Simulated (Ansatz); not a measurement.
**CH2F3Si (SMILES [CH2][Si](F)(F)F) at UHSE06/def2-SVP**

What is the electronic atomisation energy of CH2F3Si at UHSE06/def2-SVP? 

Program for the calculation: Ansatz 0.2.0.

64 further runs of the same task are left out: 64 set aside as unsound or not needed.

## (1) The molecule

CH2F3Si: 7 atoms, total charge 0, spin state doublet. As SMILES, `[CH2][Si](F)(F)F`. The coordinates come from a PBE0-D4/def2-TZVP relaxation.

Bond lengths: C1–Si2 1.812 Å, Si2–F3 1.577 Å, Si2–F4 1.578 Å, Si2–F5 1.577 Å, C1–H6 1.084 Å, C1–H7 1.084 Å. Angles: C1–Si2–F3 111.1°, C1–Si2–F4 112.7°, C1–Si2–F5 111.2°, F3–Si2–F4 106.8°, F3–Si2–F5 108.2°, F4–Si2–F5 106.7°, Si2–C1–H6 122.2°, Si2–C1–H7 122.2°, H6–C1–H7 115.6°.

## (2) The energy at UHSE06/def2-SVP

input.yaml

```yaml
crystal:
  periodic: [false, false, false]
  atoms:
    - {symbol: C, position_ang: [-0.691800, 0.401700, 0.763500]}
    - {symbol: Si, position_ang: [0.442900, -0.260900, -0.483500]}
    - {symbol: F, position_ang: [0.009400, 0.178500, -1.934200]}
    - {symbol: F, position_ang: [0.495400, -1.838000, -0.481100]}
    - {symbol: F, position_ang: [1.916900, 0.241300, -0.236600]}
    - {symbol: H, position_ang: [-1.731100, 0.616200, 0.542200]}
    - {symbol: H, position_ang: [-0.380400, 0.593100, 1.784100]}
basis:
  gaussian: {orbitals: def2-SVP}
output: {orbitals: {seedname: orbitals}}
magnetization: {spin_polarized: true, initial_magnetization: 1}
hamiltonian: {xc: {name: HSE06}}
accuracy: high
```

Command:

```
$ ansatz run input.yaml --threads 1 --pin off --max-ram 3480MiB --events-out events.jsonl --progress --plain --runs-dir runs
```

Standard output:

```text
Warning: RAYON_NUM_THREADS=1 ignored (pool sized by the plan → 1); use --threads N
Functional definition: HSE06
  name "HSE06"
  parameter a = 0.25
  parameter omega = 0.11/bohr
  exchange = pbe_x - a*pbe_x_sr(omega) + a*exact_x_sr(omega)
  correlation = pbe_c
1745 factors; integrals over basis functions are off by at most 4.0e-9 eV
79 factors; integrals over basis functions are off by at most 1.4e-9 eV
mean field evaluation 1: about -17074.0392 eV, gradient 3.6e1 eV
mean field evaluation 2: about -17071.9278 eV, gradient 4.6e1 eV
mean field evaluation 4: about -17078.5942 eV, gradient 7.6e-1 eV
mean field evaluation 8: about -17078.7797 eV, gradient 5.8e-2 eV
mean field evaluation 16: about -17078.7798 eV, gradient 5.8e-5 eV
mean field -17078.77975015 eV, -627.6335794053 hartree, gradient 4.7e-8 eV, S^2 0.753606; 0 other end points of the search recorded, 0 dependent functions left out
reference -17078.77975298 eV, -627.6335795093 hartree; 25, 24 occupied and 59, 60 virtual orbitals, 1745 factors
Total energy: -17078.77975298 eV, -627.6335795093 hartree
```

It took 9.9 s on 1 thread of Arm Neoverse V2, shared host; peak memory 0.4 GiB.

## (3) The C atom at the same level

in.yaml

```yaml
basis:
  gaussian: {orbitals: def2-SVP}
crystal:
  periodic: [false, false, false]
  atoms:
    - {symbol: C, position_ang: [0.000000, 0.000000, 0.000000]}
magnetization: {spin_polarized: true, initial_magnetization: 2}
hamiltonian: {xc: hse06}
accuracy: high
```

Run the same way, it converges to -37.75830 Eh (log not shown).

## (4) The F atom at the same level

molecule.yaml

```yaml
crystal:
  periodic: [false, false, false]
  atoms:
    - {symbol: F, position_ang: [0.000000, 0.000000, 0.000000]}
basis:
  gaussian:
    orbitals: def2-SVP
magnetization:
  spin_polarized: true
  initial_magnetization: 1
hamiltonian:
  xc: hse06
accuracy: high
```

Run the same way, it converges to -99.54519 Eh (log not shown).

## (5) The H atom

job.yaml

```yaml
crystal:
  periodic: [false, false, false]
  atoms:
    - symbol: H
      position_ang: [0.000000, 0.000000, 0.000000]
basis:
  gaussian:
    orbitals: def2-SVP
magnetization:
  spin_polarized: true
  initial_magnetization: 1
hamiltonian:
  xc: hse06
accuracy: high
```

Run the same way, it converges to -0.50000 Eh (log not shown).

## (6) The Si atom at the same level

in.yaml

```yaml
crystal:
  periodic: [false, false, false]
  atoms:
    - {symbol: Si, position_ang: [0.000000, 0.000000, 0.000000]}
basis:
  gaussian:
    orbitals: def2-SVP
hamiltonian:
  xc: {name: HSE06}
magnetization:
  spin_polarized: true
  initial_magnetization: 2
accuracy: high
```

Run the same way, it converges to -289.14547 Eh (log not shown).

## (7) Results

Level: UHSE06/def2-SVP.

```
                                    quantity          value
                      molecule: total energy  -627.63358 Eh
molecule: HOMO energy (highest over α and β)       -7.73 eV
 molecule: LUMO energy (lowest over α and β)       -3.47 eV
                              molecule: ⟨S²⟩          0.754
                        C atom: total energy   -37.75830 Eh
                                C atom: ⟨S²⟩          2.002
                        F atom: total energy   -99.54519 Eh
                                F atom: ⟨S²⟩          0.751
                        H atom: total energy    -0.50000 Eh
                                H atom: ⟨S²⟩          0.750
                       Si atom: total energy  -289.14547 Eh
                               Si atom: ⟨S²⟩          2.004
               electronic atomisation energy      29.776 eV
```

Taking the molecule apart into free atoms costs 29.78 eV (687 kcal/mol), before zero-point energy and without spin-orbit coupling.
